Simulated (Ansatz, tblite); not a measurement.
# Si43H56 off disc (Si₄₃H₅₆): charged states by level of theory

Aim: the energy of removing and adding an electron for Si43H56 off disc (Si₄₃H₅₆), by energy differences, and how well orbital energies stand in for it.

The runs use Ansatz 0.2.0, Gaussian basis; as each input shows.

Plan: charge +1 doublet, at the geometry of the singlet (PBE0-D4/def2-SVP, PBE-D4/def2-SVP, B3LYP-D4/def2-SVP); charge -1 doublet, at the geometry of the singlet (PBE0-D4/def2-SVP, PBE-D4/def2-SVP, B3LYP-D4/def2-SVP); the starting singlet's energies come from earlier runs.

1 further run of the same task is left out (set aside as unsound or not needed). Runs told in other sessions of the task aren't counted.

## Step 1: The structure

The geometry is that of the singlet, from an earlier relaxation (PBE-D4/def2-SVP).

99 atoms, charge 0, spin multiplicity 1.

Atoms are counted from 1 here; the program's logs count them from 0.

Bond lengths: Si1–Si24 2.356 Å, Si1–Si25 2.358 Å, Si1–Si26 2.362 Å, Si1–H44 1.514 Å, Si2–Si24 2.363 Å, Si2–Si28 2.361 Å, Si2–H45 1.510 Å, Si2–H46 1.509 Å, Si3–Si26 2.355 Å, Si3–Si28 2.354 Å, Si3–H47 1.511 Å, Si3–H48 1.504 Å, Si4–Si27 2.353 Å, Si4–Si28 2.353 Å, Si4–Si29 2.360 Å, Si4–H49 1.512 Å, Si5–Si25 2.362 Å, Si5–Si32 2.361 Å and more. Angles: Si24–Si1–Si25 111.8°, Si24–Si1–Si26 114.7°, Si24–Si1–H44 105.2°, Si25–Si1–Si26 115.1°, Si25–Si1–H44 105.2°, Si26–Si1–H44 103.4°, Si24–Si2–Si28 115.1°, Si24–Si2–H45 106.1°, Si24–Si2–H46 110.0°, Si28–Si2–H45 106.7°, Si28–Si2–H46 110.7°, H45–Si2–H46 107.7°, Si26–Si3–Si28 109.8°, Si26–Si3–H47 106.3°, Si26–Si3–H48 112.3°, Si28–Si3–H47 107.7°, Si28–Si3–H48 112.7°, H47–Si3–H48 107.7° and more.

## Step 2: Charge +1 doublet at the fixed geometry, PBE0-D4/def2-SVP

in.yaml

```yaml
crystal:
  periodic: [false, false, false]
  atoms:
    - {symbol: Si, position_ang: [-4.842313, -3.425523, -0.302074]}
    - {symbol: Si, position_ang: [-7.586625, -0.620610, -0.382036]}
    - {symbol: Si, position_ang: [-5.067321, -0.911717, 2.350948]}
    - {symbol: Si, position_ang: [-4.818891, 2.079510, -0.195608]}
    - {symbol: Si, position_ang: [-2.054825, -6.171269, -0.265820]}
    - {symbol: Si, position_ang: [-2.349092, -3.587116, 2.371989]}
    - {symbol: Si, position_ang: [0.590081, -3.356978, -0.279201]}
    - {symbol: Si, position_ang: [-2.255049, 2.256490, -2.951600]}
    - {symbol: Si, position_ang: [0.743293, -0.743351, -2.981829]}
    - {symbol: Si, position_ang: [-2.094566, -0.617852, -0.272056]}
    - {symbol: Si, position_ang: [-2.068240, 2.069810, 2.472990]}
    - {symbol: Si, position_ang: [0.648110, -0.649919, 2.401505]}
    - {symbol: Si, position_ang: [0.618225, 2.094904, -0.271621]}
    - {symbol: Si, position_ang: [-2.078728, 4.819636, -0.194563]}
    - {symbol: Si, position_ang: [0.913294, 5.067575, 2.352235]}
    - {symbol: Si, position_ang: [0.622259, 7.586776, -0.380280]}
    - {symbol: Si, position_ang: [3.305837, -6.082207, -0.288134]}
    - {symbol: Si, position_ang: [3.352639, -3.353469, 2.391588]}
    - {symbol: Si, position_ang: [6.082033, -3.304777, -0.288137]}
    - {symbol: Si, position_ang: [3.355583, -0.590485, -0.278828]}
    - {symbol: Si, position_ang: [3.585828, 2.346216, 2.374196]}
    - {symbol: Si, position_ang: [6.171059, 2.052204, -0.263892]}
    - {symbol: Si, position_ang: [3.427026, 4.841253, -0.299079]}
    - {symbol: Si, position_ang: [-6.446886, -2.292023, -1.603311]}
    - {symbol: Si, position_ang: [-3.688524, -5.055153, -1.555532]}
    - {symbol: Si, position_ang: [-3.475303, -2.023173, 1.017563]}
    - {symbol: Si, position_ang: [-3.460845, 0.763008, -1.595054]}
    - {symbol: Si, position_ang: [-6.229618, 0.671827, 1.054438]}
    - {symbol: Si, position_ang: [-3.443807, 3.443969, 1.151829]}
    - {symbol: Si, position_ang: [-0.740338, -1.972136, -1.634287]}
    - {symbol: Si, position_ang: [1.813812, -4.848245, -1.627896]}
    - {symbol: Si, position_ang: [-0.750563, -4.733635, 1.078615]}
    - {symbol: Si, position_ang: [1.997931, -1.999015, 1.031568]}
    - {symbol: Si, position_ang: [-0.761989, 3.461996, -1.594237]}
    - {symbol: Si, position_ang: [1.971358, 0.740364, -1.634040]}
    - {symbol: Si, position_ang: [-0.726963, 0.727319, 1.089331]}
    - {symbol: Si, position_ang: [2.023531, 3.474197, 1.019387]}
    - {symbol: Si, position_ang: [2.294366, 6.446601, -1.600170]}
    - {symbol: Si, position_ang: [-0.670347, 6.229533, 1.055722]}
    - {symbol: Si, position_ang: [4.846197, -1.814497, -1.627985]}
    - {symbol: Si, position_ang: [4.701285, -4.700830, 1.013616]}
    - {symbol: Si, position_ang: [5.055522, 3.686607, -1.553204]}
    - {symbol: Si, position_ang: [4.732667, 0.748526, 1.080139]}
    - {symbol: H, position_ang: [-5.639521, -4.204027, 0.722217]}
    - {symbol: H, position_ang: [-8.580505, -1.345303, 0.493649]}
    - {symbol: H, position_ang: [-8.364308, 0.266088, -1.323767]}
    - {symbol: H, position_ang: [-6.060632, -1.963117, 2.789403]}
    - {symbol: H, position_ang: [-4.458065, -0.314446, 3.590080]}
    - {symbol: H, position_ang: [-5.680942, 2.965910, -1.066656]}
    - {symbol: H, position_ang: [-2.811282, -7.082738, 0.670562]}
    - {symbol: H, position_ang: [-1.192159, -7.033754, -1.153018]}
    - {symbol: H, position_ang: [-3.392542, -4.590836, 2.807095]}
    - {symbol: H, position_ang: [-1.771232, -2.962539, 3.612215]}
    - {symbol: H, position_ang: [-3.237782, 3.238916, -3.544642]}
    - {symbol: H, position_ang: [-1.553088, 1.555698, -4.084193]}
    - {symbol: H, position_ang: [1.708500, -1.708683, -3.626273]}
    - {symbol: H, position_ang: [0.015652, -0.016623, -4.081678]}
    - {symbol: H, position_ang: [-2.905069, 1.189224, 3.362876]}
    - {symbol: H, position_ang: [-1.185287, 2.907243, 3.360005]}
    - {symbol: H, position_ang: [-0.202062, -1.518495, 3.290694]}
    - {symbol: H, position_ang: [1.515410, 0.198235, 3.293839]}
    - {symbol: H, position_ang: [-2.964939, 5.682309, -1.065213]}
    - {symbol: H, position_ang: [0.317169, 4.459970, 3.592704]}
    - {symbol: H, position_ang: [1.965538, 6.061043, 2.788318]}
    - {symbol: H, position_ang: [-0.264011, 8.363593, -1.323133]}
    - {symbol: H, position_ang: [1.345063, 8.581343, 0.496207]}
    - {symbol: H, position_ang: [2.487389, -6.937548, 0.647808]}
    - {symbol: H, position_ang: [4.144817, -6.999713, -1.143677]}
    - {symbol: H, position_ang: [2.476175, -4.207928, 3.273908]}
    - {symbol: H, position_ang: [4.206077, -2.477067, 3.274926]}
    - {symbol: H, position_ang: [6.999844, -4.143440, -1.143620]}
    - {symbol: H, position_ang: [6.937058, -2.486060, 0.647888]}
    - {symbol: H, position_ang: [2.959956, 1.767190, 3.613230]}
    - {symbol: H, position_ang: [4.589738, 3.388572, 2.811405]}
    - {symbol: H, position_ang: [7.033049, 1.189023, -1.151103]}
    - {symbol: H, position_ang: [7.083087, 2.807811, 0.672584]}
    - {symbol: H, position_ang: [4.205073, 5.637908, 0.725996]}
    - {symbol: H, position_ang: [-7.467055, -3.307168, -2.062528]}
    - {symbol: H, position_ang: [-5.804653, -1.713138, -2.834070]}
    - {symbol: H, position_ang: [-4.700375, -6.077093, -2.017936]}
    - {symbol: H, position_ang: [-3.073470, -4.443814, -2.784505]}
    - {symbol: H, position_ang: [-4.335510, -0.102580, -2.468499]}
    - {symbol: H, position_ang: [-7.133284, 1.507559, 1.932758]}
    - {symbol: H, position_ang: [-4.311865, 4.311842, 2.033975]}
    - {symbol: H, position_ang: [-1.622770, -2.819543, -2.517530]}
    - {symbol: H, position_ang: [0.838406, -5.788495, -2.293037]}
    - {symbol: H, position_ang: [2.564119, -4.121804, -2.711089]}
    - {symbol: H, position_ang: [0.142911, -5.584509, 1.952856]}
    - {symbol: H, position_ang: [0.103814, 4.336851, -2.467308]}
    - {symbol: H, position_ang: [2.819731, 1.621697, -2.517342]}
    - {symbol: H, position_ang: [1.717249, 5.803467, -2.831303]}
    - {symbol: H, position_ang: [3.309828, 7.466583, -2.058976]}
    - {symbol: H, position_ang: [-1.506352, 7.132941, 1.933994]}
    - {symbol: H, position_ang: [4.118090, -2.564737, -2.710134]}
    - {symbol: H, position_ang: [5.784904, -0.838513, -2.294404]}
    - {symbol: H, position_ang: [5.585889, -5.585124, 1.863598]}
    - {symbol: H, position_ang: [4.445069, 3.071600, -2.782700]}
    - {symbol: H, position_ang: [6.077882, 4.698210, -2.015151]}
    - {symbol: H, position_ang: [5.582575, -0.146029, 1.954208]}
basis:
  gaussian: {orbitals: def2-SVP, fitting: {mean_field: def2-universal-jkfit}}
total_charge: 1
magnetization: {spin_polarized: true, initial_magnetization: 1}
hamiltonian: {xc: pbe0, dispersion: d4}
scf: {omitted_lower_state_checks: [starts]}
output: {orbitals: {seedname: orbitals}}
```

On the command line:

```console
$ ansatz run in.yaml --threads 11 --pin off --events-out ev --progress --plain --max-ram 174080MiB --backend cuda --devices 0, --max-vram 75GiB
```

The log of the run:

```text
Functional definition: PBE0
  name "PBE0"
  cite "Adamo & Barone, J. Chem. Phys. 110, 6158 (1999) doi:10.1063/1.478522"
  cite "Perdew, Burke & Ernzerhof, Phys. Rev. Lett. 77, 3865 (1996) doi:10.1103/PhysRevLett.77.3865"
  parent pbe
  parameter a = 0.25
  parameter kappa = 0.804
  parameter beta = 0.06672455060314922
  exchange = (1 - a)*pbe_x(kappa = kappa, mu = beta*pi^2/3) + a*exact_x
  correlation = pbe_c(beta = beta)
these checks for a lower state are left out or cut short: starts
6512 factors; integrals over basis functions are off by at most 3.2e-1 eV
mean field evaluation 1: about -339406.9556 eV, gradient 1.8e1 eV
mean field evaluation 2: about -339408.9564 eV, gradient 8.6e0 eV
mean field evaluation 4: about -339409.5249 eV, gradient 1.8e0 eV
mean field evaluation 8: about -339409.5152 eV, gradient 2.9e-1 eV
mean field evaluation 16: about -339409.5170 eV, gradient 6.9e-3 eV
mean field evaluation 32: about -339409.5170 eV, gradient 1.7e-5 eV
mean field -339409.51695757 eV, -12473.0696881571 hartree, gradient 7.6e-6 eV, S^2 0.753059; 0 other end points of the search recorded, 0 dependent functions left out
reference -339409.51705784 eV, -12473.0696918420 hartree; 329, 328 occupied and 725, 726 virtual orbitals, 6512 factors
Total energy: -339417.06725750 eV, -12473.3471565617 hartree
Checks for a lower state left out: starts
```

Wall time 38 s (1 × H100 with 11 threads of AMD EPYC 7R13, shared host); peak host memory 2.1 GiB.

From the report: HOMO -9.19 eV, LUMO -8.51 eV (over both spins); ⟨S²⟩ 0.753 (pure: 0.75).

## Step 3: Charge +1 doublet at the fixed geometry, PBE-D4/def2-SVP

start.molden holds the orbitals of an earlier run on this state, given as this run's starting guess.

in.yaml, as its differences from that of step 2:

```diff
@@ -103,6 +103,6 @@
 basis:
-  gaussian: {orbitals: def2-SVP, fitting: {mean_field: def2-universal-jkfit}}
+  gaussian: {orbitals: def2-SVP, fitting: {mean_field: def2-universal-jkfit}, initial_orbitals: start.molden}
 total_charge: 1
 magnetization: {spin_polarized: true, initial_magnetization: 1}
-hamiltonian: {xc: pbe0, dispersion: d4}
+hamiltonian: {xc: pbe, dispersion: d4}
 scf: {omitted_lower_state_checks: [starts]}
```

Same command.

The log of the run:

```text
Functional definition: PBE
  name "PBE"
  cite "Perdew, Burke & Ernzerhof, Phys. Rev. Lett. 77, 3865 (1996) doi:10.1103/PhysRevLett.77.3865"
  parent pbe
  parameter kappa = 0.804
  parameter beta = 0.06672455060314922
  exchange = pbe_x(kappa = kappa, mu = beta*pi^2/3)
  correlation = pbe_c(beta = beta)
these checks for a lower state are left out or cut short: starts
6512 factors; integrals over basis functions are off by at most 3.2e-1 eV
mean field evaluation 1: about -339373.8321 eV, gradient 1.5e1 eV
mean field evaluation 2: about -339374.6775 eV, gradient 8.6e-1 eV
mean field evaluation 4: about -339374.6586 eV, gradient 2.2e-1 eV
mean field evaluation 8: about -339374.6593 eV, gradient 5.0e-5 eV
mean field evaluation 16: about -339374.6593 eV, gradient 2.3e-6 eV
mean field -339374.65926116 eV, -12471.7886914415 hartree, gradient 2.3e-6 eV, S^2 0.750514; 0 other end points of the search recorded, 0 dependent functions left out
reference -339374.65939443 eV, -12471.7886963390 hartree; 329, 328 occupied and 725, 726 virtual orbitals, 6512 factors
Total energy: -339382.84656710 eV, -12472.0895693852 hartree
Checks for a lower state left out: starts
```

Run time: 21 s. Hardware: 1 × H100 with 11 threads of AMD EPYC 7R13, shared host; peak host memory 2.1 GiB.

From the report: HOMO -8.33 eV, LUMO -8.32 eV (over both spins); ⟨S²⟩ 0.751 (pure: 0.75).

## Step 4: Charge +1 doublet at the fixed geometry, B3LYP-D4/def2-SVP

in.yaml, as its differences from that of step 3:

```diff
@@ -106,3 +106,3 @@
 magnetization: {spin_polarized: true, initial_magnetization: 1}
-hamiltonian: {xc: pbe, dispersion: d4}
+hamiltonian: {xc: {name: B3LYP}, dispersion: d4}
 scf: {omitted_lower_state_checks: [starts]}
```

Same command.

The log of the run (excerpt; [...] marks lines left out):

```text
Functional definition: B3LYP
  name "B3LYP"
  cite "Stephens, Devlin, Chabalowski & Frisch, J. Phys. Chem. 98, 11623 (1994) doi:10.1021/j100096a001"
  cite "Becke, Phys. Rev. A 38, 3098 (1988) doi:10.1103/PhysRevA.38.3098"
  cite "Lee, Yang & Parr, Phys. Rev. B 37, 785 (1988) doi:10.1103/PhysRevB.37.785"
  cite "Vosko, Wilk & Nusair, Can. J. Phys. 58, 1200 (1980) doi:10.1139/p80-159"
[...]
6512 factors; integrals over basis functions are off by at most 3.2e-1 eV
[...]
mean field -339568.01171097 eV, -12478.8942629129 hartree, gradient 4.6e-6 eV, S^2 0.751978; 0 other end points of the search recorded, 0 dependent functions left out
reference -339568.01266808 eV, -12478.8942980862 hartree; 329, 328 occupied and 725, 726 virtual orbitals, 6512 factors
Total energy: -339581.17841946 eV, -12479.3781305254 hartree
Checks for a lower state left out: starts
```

Wall time 36 s (1 × H100 with 11 threads of AMD EPYC 7R13, shared host); peak host memory 2.1 GiB.

HOMO -9.00 eV, LUMO -8.48 eV (over both spins); ⟨S²⟩ 0.752 (pure: 0.75).

## Step 5: Vertical ionisation energy

Charged state less starting state, singlet to doublet; the starting state's energies are those of its earlier runs.

| level | vertical ionisation energy (eV) | time |
| --- | --- | --- |
| PBE-D4/def2-SVP | +7.26 | 29 s |
| B3LYP-D4/def2-SVP | +7.75 | 54 s |
| PBE0-D4/def2-SVP | +7.80 | 56 s |

Times add the two runs; a level without a time comes out of a correlated run.

Beside −ε(HOMO) of the starting state:

| level | −ε(HOMO) (eV) | by difference (eV) | mismatch (eV) |
| --- | --- | --- | --- |
| PBE-D4/def2-SVP | 6.01 | 7.26 | -1.26 |
| B3LYP-D4/def2-SVP | 6.74 | 7.75 | -1.00 |
| PBE0-D4/def2-SVP | 6.93 | 7.80 | -0.87 |

## Step 6: Charge -1 doublet at the fixed geometry, PBE0-D4/def2-SVP

in.yaml, as its differences from that of step 4:

```diff
@@ -103,6 +103,6 @@
 basis:
-  gaussian: {orbitals: def2-SVP, fitting: {mean_field: def2-universal-jkfit}, initial_orbitals: start.molden}
-total_charge: 1
+  gaussian: {orbitals: def2-SVP, fitting: {mean_field: def2-universal-jkfit}}
+total_charge: -1
 magnetization: {spin_polarized: true, initial_magnetization: 1}
-hamiltonian: {xc: {name: B3LYP}, dispersion: d4}
+hamiltonian: {xc: pbe0, dispersion: d4}
 scf: {omitted_lower_state_checks: [starts]}
```

The command is unchanged.

The log of the run (excerpt; [...] marks lines left out):

```text
Functional definition: PBE0
  name "PBE0"
  cite "Adamo & Barone, J. Chem. Phys. 110, 6158 (1999) doi:10.1063/1.478522"
  cite "Perdew, Burke & Ernzerhof, Phys. Rev. Lett. 77, 3865 (1996) doi:10.1103/PhysRevLett.77.3865"
  parent pbe
[...]
6512 factors; integrals over basis functions are off by at most 3.2e-1 eV
[...]
mean field -339418.33571768 eV, -12473.3937716137 hartree, gradient 6.0e-6 eV, S^2 0.751684; 0 other end points of the search recorded, 0 dependent functions left out
reference -339418.33582098 eV, -12473.3937754098 hartree; 330, 329 occupied and 724, 725 virtual orbitals, 6512 factors
Total energy: -339426.04656120 eV, -12473.6771398865 hartree
Checks for a lower state left out: starts
```

Run time: 48 s. Hardware: 1 × H100 with 11 threads of AMD EPYC 7R13, shared host; peak host memory 2.1 GiB.

HOMO -0.35 eV, LUMO 0.43 eV (over both spins); ⟨S²⟩ 0.752 (pure: 0.75).

## Step 7: Charge -1 doublet at the fixed geometry, PBE-D4/def2-SVP

in.yaml, as its differences from that of step 6:

```diff
@@ -103,6 +103,6 @@
 basis:
-  gaussian: {orbitals: def2-SVP, fitting: {mean_field: def2-universal-jkfit}}
+  gaussian: {orbitals: def2-SVP, fitting: {mean_field: def2-universal-jkfit}, initial_orbitals: start.molden}
 total_charge: -1
 magnetization: {spin_polarized: true, initial_magnetization: 1}
-hamiltonian: {xc: pbe0, dispersion: d4}
+hamiltonian: {xc: pbe, dispersion: d4}
 scf: {omitted_lower_state_checks: [starts]}
```

The command is unchanged.

The log of the run:

```text
Functional definition: PBE
  name "PBE"
  cite "Perdew, Burke & Ernzerhof, Phys. Rev. Lett. 77, 3865 (1996) doi:10.1103/PhysRevLett.77.3865"
  parent pbe
  parameter kappa = 0.804
  parameter beta = 0.06672455060314922
  exchange = pbe_x(kappa = kappa, mu = beta*pi^2/3)
  correlation = pbe_c(beta = beta)
these checks for a lower state are left out or cut short: starts
6512 factors; integrals over basis functions are off by at most 3.2e-1 eV
mean field evaluation 1: about -339382.3555 eV, gradient 1.5e1 eV
mean field evaluation 2: about -339383.1978 eV, gradient 8.2e-1 eV
mean field evaluation 4: about -339383.1660 eV, gradient 4.3e-2 eV
mean field evaluation 8: about -339383.1667 eV, gradient 2.7e-4 eV
mean field evaluation 16: about -339383.1667 eV, gradient 3.8e-6 eV
mean field -339383.16673080 eV, -12472.1013351842 hartree, gradient 3.8e-6 eV, S^2 0.750660; 0 other end points of the search recorded, 0 dependent functions left out
reference -339383.16686823 eV, -12472.1013402347 hartree; 330, 329 occupied and 724, 725 virtual orbitals, 6512 factors
Total energy: -339391.53064457 eV, -12472.4087033459 hartree
Checks for a lower state left out: starts
```

Run time: 18 s. Hardware: 1 × H100 with 11 threads of AMD EPYC 7R13, shared host; peak host memory 2.1 GiB.

HOMO -0.22 eV, LUMO -0.18 eV (over both spins); ⟨S²⟩ 0.751 (pure: 0.75).

## Step 8: Charge -1 doublet at the fixed geometry, B3LYP-D4/def2-SVP

in.yaml, as its differences from that of step 7:

```diff
@@ -106,3 +106,3 @@
 magnetization: {spin_polarized: true, initial_magnetization: 1}
-hamiltonian: {xc: pbe, dispersion: d4}
+hamiltonian: {xc: {name: B3LYP}, dispersion: d4}
 scf: {omitted_lower_state_checks: [starts]}
```

The command is unchanged.

The log of the run (excerpt; [...] marks lines left out):

```text
Functional definition: B3LYP
  name "B3LYP"
  cite "Stephens, Devlin, Chabalowski & Frisch, J. Phys. Chem. 98, 11623 (1994) doi:10.1021/j100096a001"
  cite "Becke, Phys. Rev. A 38, 3098 (1988) doi:10.1103/PhysRevA.38.3098"
  cite "Lee, Yang & Parr, Phys. Rev. B 37, 785 (1988) doi:10.1103/PhysRevB.37.785"
  cite "Vosko, Wilk & Nusair, Can. J. Phys. 58, 1200 (1980) doi:10.1139/p80-159"
[...]
6512 factors; integrals over basis functions are off by at most 3.2e-1 eV
[...]
mean field -339576.61148585 eV, -12479.2102988107 hartree, gradient 3.1e-6 eV, S^2 0.751006; 0 other end points of the search recorded, 0 dependent functions left out
reference -339576.61248533 eV, -12479.2103355408 hartree; 330, 329 occupied and 724, 725 virtual orbitals, 6512 factors
Total energy: -339590.04628576 eV, -12479.7040186009 hartree
Checks for a lower state left out: starts
```

Run time: 45 s. Hardware: 1 × H100 with 11 threads of AMD EPYC 7R13, shared host; peak host memory 2.1 GiB.

HOMO -0.15 eV, LUMO 0.46 eV (over both spins); ⟨S²⟩ 0.751 (pure: 0.75).

## Step 9: Vertical electron affinity

Starting state less charged state (positive: the electron is bound), singlet to doublet; the starting state's energies are those of its earlier runs.

| level | vertical electron affinity (eV) | time |
| --- | --- | --- |
| PBE-D4/def2-SVP | +1.42 | 26 s |
| B3LYP-D4/def2-SVP | +1.12 | 63 s |
| PBE0-D4/def2-SVP | +1.18 | 66 s |

Times add the two runs; a level without a time comes out of a correlated run.

Beside −ε(LUMO) of the starting state:

| level | −ε(LUMO) (eV) | by difference (eV) | mismatch (eV) |
| --- | --- | --- | --- |
| PBE-D4/def2-SVP | 2.44 | 1.42 | +1.02 |
| B3LYP-D4/def2-SVP | 1.82 | 1.12 | +0.70 |
| PBE0-D4/def2-SVP | 1.85 | 1.18 | +0.67 |

## Step 10: What came out

| quantity | value |
| --- | --- |
| vertical ionisation energy, functionals in def2-SVP | 7.26 (PBE-D4) to 7.80 eV (PBE0-D4) |
| vertical electron affinity, functionals in def2-SVP | 1.12 (B3LYP-D4) to 1.42 eV (PBE-D4) |

In words: The vertical ionisation energy spans 7.26 to 7.80 eV over the functionals. −ε(HOMO) misses the level's own difference by -0.87 eV at best (PBE0-D4) and -1.26 eV at worst (PBE-D4). The vertical electron affinity spans 1.12 to 1.42 eV over the functionals. −ε(LUMO) misses the level's own difference by +0.67 eV at best (PBE0-D4) and +1.02 eV at worst (PBE-D4).
